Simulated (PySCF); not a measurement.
**As (quartet) at other levels of theory**

Aim: see what other levels and later steps give for As (quartet).

The runs use PySCF 2.14.0; method and basis as typed in the scripts.

1 further run of the same task is left out (it didn't finish).

## Step 1: The atom

As (quartet): 1 atom, charge 0, spin multiplicity 4.

## Step 2: Base script

input.py

```python
from pyscf import gto, scf, cc

mol = gto.M(
    atom='As 0 0 0',
    basis='sbkjc',
    ecp={'As': 'sbkjc'},
    charge=0,
    spin=3,
    verbose=3,
)
mf = scf.UHF(mol)
mf.kernel()
mycc = cc.CCSD(mf)
mycc.kernel()
e = mycc.ipccsd(nroots=4)[0]
print('roots (eV) =', (e*27.211386).round(3))
mf.dip_moment()
print('orbital energies (hartree):', [e[max(0, n-3):n+3].round(4) for e, n in zip(mf.mo_energy, mol.nelec)])
```

Command:

```
$ OMP_NUM_THREADS=1 python input.py
```

The log of this run is left out.

It gives: E(SCF) = -6.052219 Eh, E(CCSD) − E(SCF) = -0.00813 Eh, ⟨S²⟩ = 3.750, ionisation roots 9.399, 9.399, 9.399, 14.506 eV.

The quartet is typed in the script; nothing here shows that it is the ground state.

## Step 3: Stability test

Edit 1 changes step after the SCF: eomip → stability.

input.py

```python
from pyscf import gto, scf

mol = gto.M(
    atom='As 0 0 0',
    basis='sbkjc',
    ecp={'As': 'sbkjc'},
    charge=0,
    spin=3,
    verbose=3,
)
mf = scf.UHF(mol)
mf.kernel()
mf.stability(internal=True, external=True)
mf.dip_moment()
print('orbital energies (hartree):', [e[max(0, n-3):n+3].round(4) for e, n in zip(mf.mo_energy, mol.nelec)])
```

Command:

```
$ OMP_NUM_THREADS=1 python input.py
```

## Step 4: ROHF

Edit 2 changes SCF type: UHF → ROHF.

Edit input.py of step 2 so:

```diff
@@ -10,3 +10,3 @@
 )
-mf = scf.UHF(mol)
+mf = scf.ROHF(mol)
 mf.kernel()
@@ -17,2 +17,2 @@
 mf.dip_moment()
-print('orbital energies (hartree):', [e[max(0, n-3):n+3].round(4) for e, n in zip(mf.mo_energy, mol.nelec)])
+print('orbital energies (hartree):', mf.mo_energy[..., max(0, mol.nelec[1]-3):mol.nelec[0]+3].round(4))
```

## Step 5: NEVPT2 (ROHF)

Edit 3 changes step after the SCF: eomip → nevpt2; SCF type: UHF → ROHF; active space: none → 3 electrons in 4 orbitals.

input.py

```python
from pyscf import gto, scf, mcscf, mrpt

mol = gto.M(
    atom='As 0 0 0',
    basis='sbkjc',
    ecp={'As': 'sbkjc'},
    charge=0,
    spin=3,
    verbose=3,
)
mf = scf.ROHF(mol)
mf.kernel()
mc = mcscf.CASSCF(mf, 4, 3)
mc.kernel()
mc.analyze()
mrpt.NEVPT(mc).kernel()
mf.dip_moment()
print('orbital energies (hartree):', mf.mo_energy[..., max(0, mol.nelec[1]-3):mol.nelec[0]+3].round(4))
```

Q: Predict the outcome of this session. Wanted: for each run, E(SCF); from base; after the SCF.

**Answer**, as computed:

```tsv
run	E(SCF) (hartree)	from base (eV)	after the SCF
base	-6.052219	0	CCSD correlation -0.221 eV, first root 9.40 eV
stability test	-6.052219	0.0000	stable
ROHF	-6.052212	+0.0002	CCSD correlation -0.221 eV, first root 9.40 eV
NEVPT2 (ROHF)	-6.052212	+0.0002	NEVPT2 correlation -0.157 eV (from the SCF energy, the CASSCF gain included)
```

**Reading.** Total energies from different bases, Hamiltonians or methods carry different errors, so properties are taken as differences within one set-up.
